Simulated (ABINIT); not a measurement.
Crystal: TeAs2.

```
Te As
1.0
    -3.55645    3.55645    2.94052
     3.55645   -3.55645    2.94052
     3.55645    3.55645   -2.94052
Te As
2 4
Direct
  0.00000 0.00000 0.00000
  0.75000 0.25000 0.50000
  0.87500 0.62500 0.25000
  0.37500 0.62500 0.75000
  0.37500 0.12500 0.75000
  0.37500 0.62500 0.25000
```

The cell comes from a database or a generator and needn't be the stable form of this composition.

| Item | Value |
| --- | --- |
| Program | ABINIT 10.8.3 (patched build) |
| Task | relaxation of cell and atoms |
| Functional | PBE |
| Dispersion | D3 |
| Potentials or basis | JTH PAW PBE v2.0 |
| Cutoff | 408 eV |
| k mesh | 5 × 5 × 5 |
| Occupations | fermi-dirac, width 0.05 eV |
| Spin | no spin polarisation |

At the start: pressure -1.6 GPa; volume 24.80 Å³/atom.

Question: How do energy, volume and symmetry change on relaxing?

Answer: Over 7 steps the energy falls by 3.1 meV/atom and the volume is 24.16 Å³/atom (-2.6 %); space group I4_1/amd (No. 141, to 0.05 Å).

Step by step:
```tsv
step	energy change (eV)	largest force (eV/Å)	pressure (GPa)	volume (Å³)
1	0.0000	0.0000	-1.57	148.77
2	-0.0064	0.0000	-1.26	148.06
3	-0.0174	0.0000	0.01	145.28
4	-0.0175	0.0000	-0.03	145.33
5	-0.0181	0.0000	-0.13	145.35
6	-0.0184	0.0000	-0.10	145.15
7	-0.0185	0.0000	-0.03	144.94
```

Final structure:
```
Te As
1.0
    -3.51918    3.51918    2.92579
     3.51918   -3.51918    2.92579
     3.51918    3.51918   -2.92579
Te As
2 4
Direct
  0.00000 0.00000 0.00000
  0.75000 0.25000 0.50000
  0.87500 0.62500 0.25000
  0.37500 0.62500 0.75000
  0.37500 0.12500 0.75000
  0.37500 0.62500 0.25000
```

Caveat: pairwise dispersion overbinds metals, which lowers pressure and volume.
